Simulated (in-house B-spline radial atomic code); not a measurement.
**Lu¹⁹⁺: ionisation energy by several methods**

How far do functionals differ on the ionisation energy of Lu¹⁹⁺? Each run solves Lu¹⁹⁺ and then the next ion ([Kr] 4d10 4f5).

The numbers are computed with in-house B-spline radial atomic code version 1 (Dirac-Coulomb, several functionals; spherical all-electron atom at the radial basis limit), except any that are marked as measured or tabulated.

## 1. What is computed

| Quantity | Value |
| --- | --- |
| element | lutetium (Z = 71) |
| charge | +19 |
| electrons | 52 |
| configuration | [Kr] 4d10 4f6 |
| nucleus | Fermi, rms radius 5.370 fm |

The outer shells:

[Kr] 4d10 4f6
```
[Kr] core
4d [↑↓][↑↓][↑↓][↑↓][↑↓]
4f [↑ ][↑ ][↑ ][↑ ][↑ ][↑ ][  ]
```

The boxes only draw the filling; these runs are spin-restricted and spherical.

## 2. PBEsol, a GGA

Input settings:

```ini
Z = 71
electrons = 52.0
configuration = [Kr] 4d10 4f6
hamiltonian = dirac
method = pbesol
spin_polarised = False
nucleus = fermi
rms_radius = 5.37
mass_number = 175
atomic_mass = 174.940777211
speed_of_light = 137.035999084
```

## 3. BLYP, a GGA

The settings differ from step 2 so:

```diff
@@ -4,3 +4,3 @@
 hamiltonian = dirac
-method = pbesol
+method = b88,lyp
 spin_polarised = False
```

Q: The tabulated ionisation energy is 520 ± 30 eV (tabulated theoretical; NIST Atomic Spectra Database). What does each method give, and which comes nearest?

As calculated:

| method | rung | total energy (hartree) | ΔSCF (eV) | with Breit, QED, recoil (eV) | −ε highest (eV) | corrected ΔSCF less tabulated (eV) |
| --- | --- | --- | --- | --- | --- | --- |
| PBEsol | GGA | -14438.7720 | 492.12 | 492.21 | 470.64 (4f7/2) | -27.79 |
| BLYP | GGA | -14444.2266 | 491.87 | 491.96 | 470.40 (4f7/2) | -28.04 |

**Reading.** Against the tabulated ionisation energy, 520 ± 30 eV (tabulated theoretical; NIST Atomic Spectra Database), the best here is PBEsol (-27.79 eV) and the worst BLYP (-28.04 eV, or 5.4 %). The table's own uncertainty is as large as these misses, so the order means little. All methods miss on the same side by much the same amount, which points to something that they share. Open shells are averaged (over orientations, and over spins where the run is restricted), while tables refer to the lowest levels. For the semilocal functionals minus the highest level recovers only 96 % of their own ΔSCF value, a mark of self-interaction.

Members of this set that are not shown: 2 used exact exchange with fractional occupations of an open shell, which is unsound here.
